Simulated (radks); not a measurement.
# Ionisation of Dy²⁺: one atom, several choices of relativity

One table from this session's results is given with a row withheld; the runs are named, their logs left out.

Program: radks (a radial shooting solver on a logarithmic mesh, Libxc functionals) version 1. Level of theory: Kohn-Sham, PBEsol, spin-unpolarised, spherical densities. These are calculated values, not measurements, unless marked.

## What is computed

| Property | Result |
| --- | --- |
| element | dysprosium (Z = 66) |
| charge | +2 |
| electrons | 64 |
| configuration | [Xe] 4f10 |
| ion | Dy³⁺, [Xe] 4f9 |
| choices | non-relativistic; scalar-relativistic; Dirac, 2j+1 shares; Dirac, low j first; scalar-relativistic, finite nucleus; Dirac, 2j+1 shares, finite nucleus; Dirac, c × 0.85; Dirac, c × 1.25; Dirac, c × 1.5 |

The first run:

Settings of this run:

```text
Z 66
configuration [Xe] 4f10 6s0 5d0
relativity non-relativistic
functional pbe_sol,pbe_sol
spin unpolarised
nucleus point
```

Among the steps run: non-relativistic: Dy²⁺.

One of the session's tables, all rows but one given; the rest of the session is left out.

It belongs to the step «non-relativistic: Dy²⁺». Radial moments (bohr):

| level | <r> | outermost maximum (interpolated) | 90 % within | nodes |
| --- | --- | --- | --- | --- |
| 4s | ? | ? | ? | ? |
| 4p | 0.5791 | 0.531 | 0.842 | 2 |
| 4d | 0.6114 | 0.536 | 0.919 | 1 |
| 5s | 1.400 | 1.25 | 2.02 | 4 |
| 5p | 1.581 | 1.37 | 2.32 | 3 |
| 4f | 0.8230 | 0.529 | 1.43 | 0 |
| 5d | 2.403 | 1.89 | 3.73 | 2 |
| 6s | 3.586 | 3.24 | 5.13 | 5 |

Estimate the missing values for 4s.

The run gave: <r>: 0.5665; outermost maximum (interpolated): 0.527; 90 % within: 0.813; nodes: 3. In the column «<r>» it is the lowest.

To keep in mind: Spin polarisation and multiplet splitting of open shells are left out at every level.
